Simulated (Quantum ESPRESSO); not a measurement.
This Quantum ESPRESSO 7.5 run on Li4P needs a look.

The input pw.in:

```
&CONTROL
  calculation = 'scf'
  prefix = 'pwscf'
  outdir = './tmp'
  pseudo_dir = './pseudo'
  tprnfor = .true.
  tstress = .true.
  disk_io = 'low'
/
&SYSTEM
  ibrav = 0
  nat = 5
  ntyp = 2
  ecutwfc = 45
  ecutrho = 360
  nbnd = 15
  input_dft = 'pbe'
  occupations = 'smearing'
  smearing = 'mv'
/
&ELECTRONS
  conv_thr = 1d-09
  electron_maxstep = 80
  mixing_beta = 0.5
/
ATOMIC_SPECIES
Li     6.9400 li_lda_v1.4.uspp.F.UPF
P     30.9738 p_lda_v1.5.uspp.F.UPF
CELL_PARAMETERS angstrom
  -2.8416011200    2.8416011200    1.7757147100
   2.8416011200   -2.8416011200    1.7757147100
   2.8416011200    2.8416011200   -1.7757147100
ATOMIC_POSITIONS crystal
Li     0.5981912200    0.8028434700    0.4010346800
Li     0.8028434700    0.4018087800    0.2046522500
Li     0.1971565300    0.5981912200    0.7953477500
Li     0.4018087800    0.1971565300    0.5989653200
P      0.0000000000    0.0000000000    0.0000000000
K_POINTS automatic
9 9 9 0 0 0
```

Potentials or basis: GBRV 1.5 LDA.

Launch:

```bash
$ OMP_NUM_THREADS=1 pw.x -in pw.in > pw.out
```

pw.out:

```text
This program is part of the open-source Quantum ESPRESSO suite
     for quantum simulation of materials; please cite
         "P. Giannozzi et al., J. Phys.:Condens. Matter 21 395502 (2009);
         "P. Giannozzi et al., J. Phys.:Condens. Matter 29 465901 (2017);
         "P. Giannozzi et al., J. Chem. Phys. 152 154105 (2020);
     in publications or presentations arising from this work. More details at

 %%%%%%%%%%%%%%%%%%%%%%%%%%%%%%%%%%%%%%%%%%%%%%%%%%%%%%%%%%%%%%%%%%%%%%%%%%%%%%
     Error in routine  set_occupations (1):
      smearing requires a value for gaussian broadening (degauss)
 %%%%%%%%%%%%%%%%%%%%%%%%%%%%%%%%%%%%%%%%%%%%%%%%%%%%%%%%%%%%%%%%%%%%%%%%%%%%%%

     stopping ...
```

Problem. Diagnose the run.

Solution. The input was rejected before any iteration. The input holds a flaw that was put in on purpose: smearing without a width (occupations = smearing; degauss = left out).
